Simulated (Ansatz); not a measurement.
# Si2W: response to strain

Aim: deform Si2W (equal xx and yy strain of +1 %) and compute stress, forces and field gradients with LAPW and PAW.

Program: Ansatz 0.2.0. Level of theory: DFT PBEsol, scalar-relativistic. These are calculated values, not measurements.

3 further runs of the same task are left out: 3 that didn't finish. Runs told in other sessions of the task aren't counted.

**1. Starting point**

The structure is tetragonal, space group I4/mmm (No. 139). Conventional cell: a = 3.212 Å, b = 3.212 Å, c = 7.880 Å, α = 90.00°, β = 90.00°, γ = 90.00°. Si (site symmetry 4mm) has 5 Si at 2.62 to 2.63 Å and 5 W at 2.62 Å in its first shell of neighbours. W (site symmetry 4/mmm) is surrounded by 10 Si at 2.62 Å.

Coordinates:

```cif
data_structure
_symmetry_space_group_name_H-M 'I4/mmm'
_symmetry_Int_Tables_number 139
_cell_length_a 3.2120
_cell_length_b 3.2120
_cell_length_c 7.8800
_cell_angle_alpha 90.000
_cell_angle_beta 90.000
_cell_angle_gamma 90.000
_cell_volume 81.30
loop_
_atom_site_label
_atom_site_type_symbol
_atom_site_symmetry_multiplicity
_atom_site_Wyckoff_symbol
_atom_site_fract_x
_atom_site_fract_y
_atom_site_fract_z
_atom_site_occupancy
Si1 Si 4 e 0.00000 0.00000 0.33300 1
W1 W 2 a 0.00000 0.00000 0.00000 1
```

The file gives the conventional cell by its symmetry; the runs use the cell typed in the input.

Atoms are numbered in the order of the input: Si1, Si2, W3.

**2. The deformed structure**

Space group I4/mmm before, I4/mmm after.

**3. LAPW, all electrons**

Contents of input.yaml:

```yaml
crystal:
  lattice:
    - [-1.62206, 1.62206, 3.94]
    - [1.62206, -1.62206, 3.94]
    - [1.62206, 1.62206, -3.94]
  atoms:
    - { symbol: Si, position: [0.333, 0.333, 0.0] }
    - { symbol: Si, position: [0.667, 0.667, 0.0] }
    - { symbol: W, position: [0.0, 0.0, 0.0] }
kpoints:
  mp_grid: { grid: [18, 18, 18] }
  band_path:
    path:
      - [0.0, 0.0, 0.0]
      - [0.0, 0.0, 0.5]
      - [0.25, 0.25, 0.25]
      - [0.0, 0.5, 0.0]
      - [0.0, 0.0, 0.0]
      - [0.5, 0.5, -0.5]
      - [0.2923722372, 0.7076277628, -0.2923722372]
      - [-0.2923722372, 0.2923722372, 0.2923722372]
      - [0.0, 0.0, 0.0]
    npoints: 5
scf:
  occupations: { method: fermi_dirac, width: 0.03 }
hamiltonian:
  xc: pbesol
  pseudopotentials: { kind: all_electron, lapw: { basis_error: 0.0005 } }
output:
  forces: true
  stress: true
  eigenvalues: true
```

On the command line:

```
> ansatz run input.yaml --threads 1 --pin off --max-ram 4096MiB --backend cpu --events-out ev --progress --plain --runs-dir out
```

**4. Frozen-core PAW**

Contents of input.yaml:

```yaml
crystal:
  lattice:
    - [-1.62206, 1.62206, 3.94]
    - [1.62206, -1.62206, 3.94]
    - [1.62206, 1.62206, -3.94]
  atoms:
    - { symbol: Si, position: [0.333, 0.333, 0.0] }
    - { symbol: Si, position: [0.667, 0.667, 0.0] }
    - { symbol: W, position: [0.0, 0.0, 0.0] }
kpoints:
  mp_grid: { grid: [18, 18, 18] }
scf:
  occupations: { method: fermi_dirac, width: 0.03 }
hamiltonian:
  xc: pbesol
  pseudopotentials: { kind: paw }
output:
  forces: true
  stress: true
  eigenvalues: true
  efg: { contact_densities: true }
```

(Steps that only read results are left out.)

**Question.** What will these runs give? Wanted: pressure; largest shear or deviatoric stress.

The runs gave:

```
                                 quantity                      value
                                 pressure  LAPW -7.55, PAW -7.55 GPa
largest shear or deviatoric stress (LAPW)                   0.48 GPa
```

What this shows: The largest part of the stress beyond the pressure is 0.48 GPa in size, in the zz component; the atoms are carried along and not relaxed. No run of the undeformed cell stands beside it, so pressure and stress hold what the given cell had before the change, as far as its symmetry allows. PAW: stress within 0.03 GPa of LAPW, forces within 2 meV/Å. Spin-orbit coupling is left out, though the cell holds W; in elements this heavy it can shift bands and gaps by tenths of an eV.
